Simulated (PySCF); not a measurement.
# KO2: relaxation and vibrations of the doublet

Aim: relax KO2 as a doublet from a bent start, check by its vibrations whether the end is a minimum, and collect its spectrum and constants.

Program: PySCF 2.14.0. Level of theory: B3LYP, basis K def2-TZVP, O def2-TZVP, no relativity, density fitting. These are calculated values, not measurements.

## (1) The starting structure

3 atoms, charge 0, spin multiplicity 2.

Bond lengths: K1–O2 2.500 Å, K1–O3 2.500 Å. Angles: O2–K1–O3 110.0°.

Z-matrix (Å, degrees; charge 0 multiplicity 2):
```
K
O  1 2.5000
O  1 2.5000 2 110.00
```

## (2) The SCF at the typed geometry

The steps below are one call of a driver around PySCF. For each, scf.py gives the equivalent set-up of the SCF; relaxations use the driver's own optimiser. After this first run the driver tries any further starts and a stability analysis.

scf.py

```python
from pyscf import gto, scf, dft
mol = gto.M(atom='''
K      0.000000     0.000000     0.000000
O      2.047900     0.000000     1.433900
O     -2.047900     0.000000     1.433900''',
    basis={'K': 'def2-TZVP', 'O': 'def2-TZVP'},
    charge=0, spin=1)
mf = dft.UKS(mol, xc='B3LYP')
mf.grids.atom_grid = (50, 194)
aux = {'K': 'def2-universal-JKFIT', 'O': 'def2-universal-JKFIT'}
mf = mf.density_fit(auxbasis=aux)
mf.conv_tol = 1e-08
mf.diis_space = 10
mf.max_cycle = 60
mf.init_guess = 'minao'
mf.verbose = 4
mf.kernel()
```

Run with:

```console
$ OMP_NUM_THREADS=4 python axn.py task.json out
```

After this run come: Relaxing the doublet from the bent start; Relaxing without the symmetry constraint; Vibrations and properties at this point.

Before running it: what results should come out? Wanted: minimum; geometry; wavenumbers; dipole moment; highest occupied, lowest empty level; polar-tensor charge of K1; zero-point energy; atomisation energy; ⟨S²⟩.

**Answer**, as computed:

| quantity | value |
| --- | --- |
| minimum | broken-symmetry (Ms = 1/2), Cs |
| geometry | K–O 2.479 Å, K–O 2.582 Å; O–K–O 52.8° |
| wavenumbers (cm⁻¹) | 219 (a'), 240 (a'), 330 (a') |
| dipole moment | 8.79 D |
| highest occupied, lowest empty level (either spin) | -6.04, -2.54 eV |
| polar-tensor charge of K1 | +0.80 e |
| zero-point energy | 4.7 kJ/mol |
| entropy at 298.15 K | 291.7 J/(mol K) |
| atomisation energy (no zero-point energy) | 358 kJ/mol |
| ⟨S²⟩ | 1.739 |

In words: The bent start (C2v) ends in a minimum of Cs symmetry. The determinant is spin-contaminated (⟨S²⟩ = 1.74 against 0.75), so it is no pure spin state. In the infrared the band at 330 cm⁻¹ (a', stretch) leads. With 8.8 D the molecule is strongly polar. The first SCF alone would have been 36 kJ/mol too high. Only this shape and spin were tried, so other structures or states may lie lower.
